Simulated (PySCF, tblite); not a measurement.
# C₇H₁₁FO: geometry, infrared bands and NMR shifts

What infrared bands and NMR shifts should C₇H₁₁FO (`CC[C@@]12CO[C@@H](C1)[C@@H]2F`) show?

Computed with tblite 0.8.0 and PySCF 2.14.0, with density-fitted response routines of our own, on a single molecule in the gas phase. Atoms are numbered from 0 throughout.

## 1. Starting geometry

20 atoms, charge 0, multiplicity 1; geometry from: force field or distance geometry start.

Bonds of the start (Å): C0–C1 1.53, C1–C2 1.50, C2–C3 1.53, C3–O4 1.44, O4–C5 1.46, C5–C6 1.58, C5–C7 1.58, C7–F8 1.36, C6–C2 1.58, C7–C2 1.58, C0–H9 1.08, C0–H10 1.10, C0–H11 1.10, C1–H12 1.11, C1–H13 1.09, C3–H14 1.09, C3–H15 1.11, C5–H16 1.08, C6–H17 1.09, C6–H18 1.10, C7–H19 1.09.

## 2. Geometry optimisation with GFN2-xTB

The job: settings as JSON, then the geometry in Å.

```
{"job": {"kind": "relax", "xc": "GFN2-xTB", "basis": "xTB"}, "charge": 0, "multiplicity": 1}
C      2.150200    -0.483800    -0.844300
C      1.365600     0.574400    -0.072000
C     -0.048400     0.148600     0.179000
C     -0.316200    -1.068000     1.071200
O     -1.754300    -1.070800     1.124400
C     -2.059300     0.063000     0.258900
C     -1.089600     1.226600     0.693800
C     -1.094700    -0.000200    -0.994600
F     -1.058800    -1.178100    -1.676500
H      3.159000    -0.138100    -1.029000
H      1.663500    -0.686400    -1.810000
H      2.198000    -1.427100    -0.289800
H      1.870100     0.758100     0.902600
H      1.401100     1.511100    -0.625400
H      0.031000    -2.004800     0.641900
H      0.077000    -0.943300     2.103500
H     -3.113700     0.275200     0.129600
H     -1.161300     2.157900     0.139200
H     -1.060100     1.446400     1.774700
H     -1.163900     0.849900    -1.680100
```

Run with:

```console
> OMP_NUM_THREADS=1 python probes_run.py task.json out
```

One launch serves the whole session: the jobs run in the order shown.

**Question.** This job is followed by: GFN2-xTB harmonic vibrations, gas phase; GIAO PBE0/pcSseg-1 NMR shielding, non-relativistic, gas phase. What will the session give for the following? strongest single infrared mode (GFN2-xTB); zero-point energy (GFN2-xTB); 13C shifts against TMS (PBE0/pcSseg-1); 1H shifts against TMS (PBE0/pcSseg-1, means over atoms taken as alike); 17O shifts against H2O (PBE0/pcSseg-1); 19F shifts against CFCl3 (PBE0/pcSseg-1); surface potential, 1st and 99th percentile.

**Answer**, as computed:

| quantity | value |
| --- | --- |
| strongest single infrared mode (GFN2-xTB) | 1096 cm⁻¹, 69 km/mol |
| zero-point energy (GFN2-xTB) | 105.5 kcal/mol |
| 13C shifts against TMS (PBE0/pcSseg-1) | 91.8, 81.0, 69.5, 57.0, 34.5, 28.0, 12.1 ppm |
| 1H shifts against TMS (PBE0/pcSseg-1, means over atoms taken as alike) | 4.35, 4.29, 4.10, 3.54, 1.76, 1.76, 1.25, 1.12, 0.62 ppm |
| 17O shifts against H2O (PBE0/pcSseg-1) | 39.4 ppm |
| 19F shifts against CFCl3 (PBE0/pcSseg-1) | -201.9 ppm |
| surface potential, 1st and 99th percentile | -1.64 V and 1.00 V |

Relaxing lowered the energy by 0.368 eV in 35 steps; the close pair that moved most is O4–C5, from 1.459 to 1.413 Å. All 54 modes are real, so the xTB geometry is a minimum. The strongest single mode, at 1096 cm⁻¹, is spread over many atoms; the largest shares are those of C7, H19. Unscaled tight-binding wavenumbers are off by several per cent, some by more. Its intensities can rank the bands wrongly. C7 (sp3 CH bonded to F) lies farthest downfield among carbon, at 91.8 ppm; pulled downfield by the heteroatom. H16 (hydrogen on an sp3 CH bonded to O) lies farthest downfield among hydrogen, at 4.35 ppm; its carbon carries O, an electronegative neighbour. At PBE0/pcSseg-1: The widest tensor belongs to O4: span 108 ppm, with a paramagnetic part of -101 ppm.
